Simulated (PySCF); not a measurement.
# [Gd(H2O)]3+: from a template to the relaxed complex

What shape and bonds does [Gd(H2O)]3+ have? It is relaxed from a template within its point group. It is a constructed species; whether it can be made isn't addressed.

Computed with PySCF 2.14.0. Level: PBE, Gd lcecp-1-SVP with ECP53, O def2-SVP, H def2-SVP; scalar-relativistic core potentials, no spin–orbit coupling.

4 further runs of the same task are left out: 2 for a known fault of the program, 2 that didn't finish.

### 1 Where the work starts

4 atoms, charge 3, spin multiplicity 1.

Bond lengths: Gd1–O2 2.473 Å, O2–H3 0.970 Å, O2–H4 0.970 Å. Angles: Gd1–O2–H3 127.5°, Gd1–O2–H4 127.5°, H3–O2–H4 105.1°.

Geometry (Å):

```csv
atom,x (Å),y (Å),z (Å)
Gd1,0.00000,0.00000,0.00000
O2,0.00000,0.00000,2.47250
H3,0.77000,0.00000,3.06250
H4,-0.77000,0.00000,3.06250
```

Formal oxidation states: Gd +3. Each metal's 7 4f electrons lie in its core potential, so multiplicities, spins and levels count the valence alone.

### 2 SCF at the start, singlet

File run.py (the lines that set the calculation):

```python
mol = gto.M(atom='''
Gd     0.00000     0.00000     0.00000
O      0.00000     0.00000     2.47250
H      0.77000     0.00000     3.06250
H     -0.77000     0.00000     3.06250''',
    basis={'Gd': 'lcecp-1-SVP', 'O': 'def2-SVP', 'H': 'def2-SVP'},
    ecp={'Gd': 'lcecp-1-SVP'},
    charge=3, spin=0)
mf = dft.RKS(mol, xc='PBE')
mf.grids.atom_grid = (50, 194)  # f atoms: unpruned, at least (60, 302)
mf = mf.density_fit()  # fitting sets: Gd AutoAux, O def2-universal-JKFIT, H def2-universal-JKFIT
mf.conv_tol = 1e-08; mf.max_cycle = 55
mf.kernel(dm0)  # dm0: free metal ions and neutral atoms
```

On the command line:

```console
$ OMP_NUM_THREADS=2 python run.py
```

Output:

```text
init E= -101.187598275793
  HOMO = -1.57937446743073  LUMO = -1.0495060807809  gap/eV = 14.41845
cycle= 1 E= -108.181263544043  delta_E= -6.99  |g|= 3.48  |ddm|= 2.97
cycle= 2 E= -90.1832959256625  delta_E=   18  |g|= 4.47  |ddm|= 5.57
  HOMO = -1.10930924137587  LUMO = -1.04039187984955  gap/eV = 1.87534
cycle= 3 E= -110.072654007658  delta_E= -19.9  |g|=  1.7  |ddm|= 5.28
  HOMO = -1.2194402254568  LUMO = -0.732816519782584  gap/eV = 13.24171
cycle= 4 E= -110.566021357447  delta_E= -0.493  |g|= 1.15  |ddm|= 1.67
  HOMO = -0.892682337323958  LUMO = -0.826298444252376  gap/eV = 1.80640
cycle= 5 E= -110.802066765303  delta_E= -0.236  |g|= 0.367  |ddm|= 1.22
  HOMO = -0.943971220454635  LUMO = -0.791080351531873  gap/eV = 4.16037
cycle= 6 E= -110.834928475908  delta_E= -0.0329  |g|= 0.189  |ddm|= 0.62
  HOMO = -0.91965279546141  LUMO = -0.805352060547901  gap/eV = 3.11028
cycle= 7 E= -110.844124814262  delta_E= -0.0092  |g|= 0.0238  |ddm|= 0.18
  HOMO = -0.918827809912496  LUMO = -0.806442986856899  gap/eV = 3.05815
cycle= 8 E= -110.844236368481  delta_E= -0.000112  |g|= 0.0088  |ddm|= 0.0145
  HOMO = -0.917585606715537  LUMO = -0.806721049008524  gap/eV = 3.01678
cycle= 9 E= -110.844256178607  delta_E= -1.98e-05  |g|= 0.000501  |ddm|= 0.00877
  HOMO = -0.917672296094917  LUMO = -0.80672972286894  gap/eV = 3.01890
cycle= 10 E= -110.844256229272  delta_E= -5.07e-08  |g|= 0.000223  |ddm|= 0.00055
  HOMO = -0.917645380146222  LUMO = -0.806741550514792  gap/eV = 3.01785
cycle= 11 E= -110.844256242692  delta_E= -1.34e-08  |g|= 1.68e-05  |ddm|= 0.000229
  HOMO = -0.91764288859499  LUMO = -0.806742009822383  gap/eV = 3.01777
cycle= 12 E= -110.844256242756  delta_E= -6.4e-11  |g|= 3.21e-07  |ddm|= 1.41e-05
  HOMO = -0.917642761381334  LUMO = -0.806742075708145  gap/eV = 3.01776
Extra cycle  E= -110.844256242756  delta_E= 3.98e-13  |g|= 7.73e-07  |ddm|= 1.29e-06
converged SCF energy = -110.844256242756
```

Run time: 2.2 s. Hardware: 2 threads of Arm Neoverse V2, shared host; peak memory 0.33 GiB.

Read off: E = -110.844256 Eh, HOMO -24.97 eV, LUMO -21.95 eV, Mulliken charge on Gd1 +2.56 e. 

### 3 Relaxation, singlet

Steps are kept in the start's point group, C2v.

File run.py (the lines that set the calculation):

```python
mol = gto.M(atom='''
Gd     0.00000     0.00000    -0.25987
O      0.00000     0.00000     2.21263
H      0.77000     0.00000     2.80263
H     -0.77000     0.00000     2.80263''',
    basis={'Gd': 'lcecp-1-SVP', 'O': 'def2-SVP', 'H': 'def2-SVP'},
    ecp={'Gd': 'lcecp-1-SVP'},
    charge=3, spin=0)
mf = dft.RKS(mol, xc='PBE')
mf.grids.atom_grid = (50, 194)  # f atoms: unpruned, at least (60, 302)
mf = mf.density_fit()  # fitting sets: Gd AutoAux, O def2-universal-JKFIT, H def2-universal-JKFIT
mf.conv_tol = 1e-08; mf.max_cycle = 55
mf.kernel(dm0)  # dm0: an SCF of this state at this start
# quasi-Newton relaxation in Cartesian coordinates to a largest gradient under 0.00045 Eh/bohr, steps kept in the point group
```

On the command line:

```console
$ OMP_NUM_THREADS=2 python run.py
```

No log is kept here; the results follow.

Run time: 6.3 s. Hardware: 2 threads of Arm Neoverse V2, shared host.

The steps of the relaxation:

```csv
step,energy from step 1 (eV),largest force component (eV/Å)
1,0.0000,3.6380
2,-0.1937,1.4785
3,-0.3273,0.5663
4,-0.3420,0.5669
5,-0.3472,0.0145
6,-0.3472,0.0033
```

Distances of close pairs at the start and the end, largest changes first:

```csv
bond,before (Å),after (Å),change (Å)
Gd1–O2,2.473,2.207,-0.266
O2–H3,0.970,1.015,+0.045
O2–H4,0.970,1.015,+0.045
```

It ends in C2v at E = -110.857015 Eh.

```csv
atom,x (Å),y (Å),z (Å)
Gd1,0.0000,0.0000,-0.0846
O2,0.0000,0.0000,2.1223
H3,0.7892,0.0000,2.7602
H4,-0.7892,0.0000,2.7602
```

### 4 The relaxed geometry turned into its symmetry frame

File run.py (the lines that set the calculation):

```python
mol = gto.M(atom='''
Gd     0.00000     0.00000    -0.23323
O      0.00000     0.00000     1.97366
H      0.78924     0.00000     2.61160
H     -0.78924     0.00000     2.61160''',
    basis={'Gd': 'lcecp-1-SVP', 'O': 'def2-SVP', 'H': 'def2-SVP'},
    ecp={'Gd': 'lcecp-1-SVP'},
    charge=3, spin=0)
mf = dft.RKS(mol, xc='PBE')
mf.grids.atom_grid = (50, 194)  # f atoms: unpruned, at least (60, 302)
mf = mf.density_fit()  # fitting sets: Gd AutoAux, O def2-universal-JKFIT, H def2-universal-JKFIT
mf.conv_tol = 1e-08; mf.max_cycle = 55
mf.kernel(dm0)  # dm0: free metal ions and neutral atoms
```

On the command line:

```console
$ OMP_NUM_THREADS=2 python run.py
```

Output:

```text
init E= -101.16650638037
  HOMO = -1.62373542978965  LUMO = -1.07667910682156  gap/eV = 14.88616
cycle= 1 E= -108.069839267215  delta_E= -6.9  |g|= 3.52  |ddm|= 3.01
  HOMO = -0.822983606920998  LUMO = -0.818807524470781  gap/eV = 0.11364
cycle= 2 E= -94.8940676889427  delta_E= 13.2  |g|= 4.92  |ddm|= 5.41
  HOMO = -1.28049002833089  LUMO = -0.914047920341691  gap/eV = 9.97140
cycle= 3 E= -110.49845304056  delta_E= -15.6  |g|= 1.05  |ddm|= 4.91
  HOMO = -1.04292674406292  LUMO = -0.814563375642346  gap/eV = 6.21408
cycle= 4 E= -110.804310022678  delta_E= -0.306  |g|= 0.52  |ddm|= 1.72
  HOMO = -0.952915063592805  LUMO = -0.808116921181074  gap/eV = 3.94016
cycle= 5 E= -110.851975737287  delta_E= -0.0477  |g|= 0.131  |ddm|= 0.466
  HOMO = -0.97511128016027  LUMO = -0.791129175806428  gap/eV = 5.00641
cycle= 6 E= -110.856027697269  delta_E= -0.00405  |g|= 0.0638  |ddm|=  0.2
  HOMO = -0.969227159855233  LUMO = -0.79575883597646  gap/eV = 4.72031
cycle= 7 E= -110.856999757418  delta_E= -0.000972  |g|= 0.00838  |ddm|= 0.0511
  HOMO = -0.968689158499824  LUMO = -0.796429597375593  gap/eV = 4.68742
cycle= 8 E= -110.857014520166  delta_E= -1.48e-05  |g|= 0.00173  |ddm|= 0.00616
  HOMO = -0.968430962816154  LUMO = -0.796432313234582  gap/eV = 4.68032
cycle= 9 E= -110.857015128835  delta_E= -6.09e-07  |g|= 7.32e-05  |ddm|= 0.00123
  HOMO = -0.96844638870656  LUMO = -0.79643247573535  gap/eV = 4.68074
cycle= 10 E= -110.857015129931  delta_E= -1.1e-09  |g|= 9.63e-06  |ddm|= 6.08e-05
  HOMO = -0.96844166843691  LUMO = -0.796433659334938  gap/eV = 4.68058
Extra cycle  E= -110.857015129828  delta_E= 1.03e-10  |g|= 2.44e-05  |ddm|= 2.62e-05
converged SCF energy = -110.857015129828
```

It took 0.8 s on 2 threads of Arm Neoverse V2, shared host.

Read off: E = -110.857015 Eh, HOMO -26.35 eV, LUMO -21.67 eV, Mulliken charge on Gd1 +2.50 e. 

### 5 Frequencies and infrared intensities

run.py (the lines that set the calculation): that of step 4 with these lines changed.

```diff
@@ -11,3 +11,4 @@
 mf = mf.density_fit()  # fitting sets: Gd AutoAux, O def2-universal-JKFIT, H def2-universal-JKFIT
-mf.conv_tol = 1e-08; mf.max_cycle = 55
-mf.kernel(dm0)  # dm0: free metal ions and neutral atoms
+mf.conv_tol = 1e-10; mf.max_cycle = 55
+mf.kernel(dm0)  # dm0: the density of the relaxed state
+# Hessian and dipole derivatives by central differences of gradients, 0.02 bohr
```

On the command line:

```console
$ OMP_NUM_THREADS=2 python run.py
```

The driver keeps no SCF log for this step, only its results.

Wall time 13 s (2 threads of Arm Neoverse V2, shared host).

Point group C2v; negative numbers are unstable modes, and those under 60 cm⁻¹ are near the numerical noise:

```csv
cm⁻¹,km/mol,symmetry
453,14.1,a1
660,91.7,b2
719,415.7,b1
1598,151.2,a1
3244,856.6,a1
3254,549.4,b2
```

### 6 Charges, bond orders and levels

File run.py (the lines that set the calculation):

```python
mol = gto.M(atom='''
Gd     0.00000     0.00000    -0.08463
O      0.00000     0.00000     2.12225
H      0.78924     0.00000     2.76020
H     -0.78924     0.00000     2.76020''',
    basis={'Gd': 'lcecp-1-SVP', 'O': 'def2-SVP', 'H': 'def2-SVP'},
    ecp={'Gd': 'lcecp-1-SVP'},
    charge=3, spin=0)
mf = dft.RKS(mol, xc='PBE')
mf.grids.atom_grid = (75, 302)  # f atoms: unpruned, at least (60, 302)
mf = mf.density_fit()  # fitting sets: Gd AutoAux, O def2-universal-JKFIT, H def2-universal-JKFIT
mf.conv_tol = 1e-09; mf.max_cycle = 55
mf.kernel(dm0)  # dm0: the density of the relaxed state
```

On the command line:

```console
$ OMP_NUM_THREADS=2 python run.py
```

Output:

```text
init E= -110.857017179859
  HOMO = -0.968446611681408  LUMO = -0.796433383510654  gap/eV = 4.68072
cycle= 1 E= -110.857017179901  delta_E= -4.2e-11  |g|= 5.34e-06  |ddm|= 2.48e-05
  HOMO = -0.968444173858551  LUMO = -0.79643444762295  gap/eV = 4.68062
Extra cycle  E= -110.857017179868  delta_E= 3.3e-11  |g|= 1.37e-05  |ddm|= 1.62e-05
converged SCF energy = -110.857017179868
```

Run time: 2.4 s. Hardware: 2 threads of Arm Neoverse V2, shared host.

Read off: E = -110.857017 Eh, HOMO -26.35 eV, LUMO -21.67 eV, Mulliken charge on Gd1 +2.50 e, largest force component 0.003 eV/Å. 

Löwdin charges:

```csv
atom,value (e)
Gd1,2.41
O2,0.08
H3,0.26
H4,0.26
```

Mulliken charges: Gd1 +2.50, O2 -0.25, H3 +0.37, H4 +0.37 e.

Contacts (the nearest donor of each ligand) and Mayer bond orders:

```csv
contact,distance (Å),bond order
Gd1–O2 (H2O),2.207,0.84
```

Mulliken populations of Gd1 outside the core potential: s 2.05, p 6.05, d 0.38, f 0.02.

The fields below are evaluated on a grid from the run's orbitals.

Frontier orbitals at PBE, with the share of their density that lies nearest to each atom:

```csv
orbital,energy (eV),lies on
HOMO,-26.35,O2 84 %
LUMO,-21.67,Gd1 97 %
```

ELF in a plane through or near 4 of the atoms.

Ten even steps from '0' (0.00) to '9' (0.98):
```
0000000000000000000000000000
0000000000000000000000000000
0000000000000000000000000000
0000000000000000000000000000
0000000000000001320000000000
0000000110000025664100000000
0000024564101158998500000000
0000157887302479998600000000
0000278888614789997400000000
0001588427727846752000000000
0001588417727846752000000000
0000278999614789997400000000
0000157887302479998600000000
0000024564101158998500000000
0000000110000025664100000000
0000000000000001320000000000
0000000000000000000000000000
0000000000000000000000000000
0000000000000000000000000000
0000000000000000000000000000
```
The map spans 9.1 Å across and 6.8 Å up, centred on the molecule. Atoms in the plane (x, y in Å): Gd1 (-2.0, 0.0), O2 (0.2, 0.0), H3 (0.9, 0.8), H4 (0.9, -0.8).

log10 of the density (e/Å³) in the same plane.

Values, 10 rows by 14 columns:
```
-4.0 -4.0 -4.0 -4.0 -4.0 -4.0 -4.0 -4.0 -4.0 -4.0 -4.0 -4.0 -4.0 -4.0
-4.0 -4.0 -4.0 -4.0 -4.0 -4.0 -4.0 -4.0 -4.0 -4.0 -4.0 -4.0 -4.0 -4.0
-4.0 -4.0 -3.5 -2.8 -2.6 -2.8 -2.7 -2.3 -2.1 -2.7 -4.0 -4.0 -4.0 -4.0
-4.0 -3.0 -2.1 -0.9 -0.6 -1.1 -1.3 -0.7 -0.5 -1.5 -3.0 -4.0 -4.0 -4.0
-3.8 -2.4 -1.3  0.1  0.4 -0.1 -0.4  0.3  0.2 -1.0 -2.7 -4.0 -4.0 -4.0
-3.6 -2.2 -1.0  0.3 -0.2  0.2  0.0  1.1  0.3 -1.1 -2.8 -4.0 -4.0 -4.0
-4.0 -2.7 -1.6 -0.4  0.0 -0.6 -0.9 -0.3  0.0 -1.1 -2.8 -4.0 -4.0 -4.0
-4.0 -3.6 -2.9 -2.0 -1.7 -2.1 -2.1 -1.6 -1.4 -2.1 -3.6 -4.0 -4.0 -4.0
-4.0 -4.0 -4.0 -4.0 -3.8 -3.8 -3.7 -3.5 -3.4 -3.9 -4.0 -4.0 -4.0 -4.0
-4.0 -4.0 -4.0 -4.0 -4.0 -4.0 -4.0 -4.0 -4.0 -4.0 -4.0 -4.0 -4.0 -4.0
```
The map spans 9.1 Å across and 6.8 Å up, centred on the molecule. Atoms in the plane (x, y in Å): Gd1 (-2.0, 0.0), O2 (0.2, 0.0), H3 (0.9, 0.8), H4 (0.9, -0.8).

On the surface of density 0.002 e/bohr³ the electrostatic potential runs, from the 1st to the 99th percentile, from 14.44 V near O2 to 25.50 V near Gd1.

### 7 What came out

| quantity | value |
| --- | --- |
| state and point group | singlet in the valence, C2v |
| modes | 453 to 3254 cm⁻¹, none unstable |
| strongest infrared band (modes within 1.5 cm⁻¹ summed) | 3244 cm⁻¹ (857 km/mol) |
| zero-point energy | 0.616 eV |
| ideal gas, 298 K, 1 bar | S = 277.3, Cp = 46.3 J/(mol K) |
| metal–ligand contacts | 2.21 Å |
| frontier levels | HOMO -26.35 eV, LUMO -21.67 eV |
| dipole about the centre of mass | 3.59 D |
| mean polarisability | 2.4 Å³ |

What this shows: All modes are real, so the structure is a minimum. The metal carries +2.41 e by Löwdin's partition against a formal +3, and bond orders to the nearest donors reach 0.84. Both measures hang on the basis. One start shape was tried, so another isomer may lie lower. The bases are small and lack diffuse functions. Spin–orbit coupling is left out.
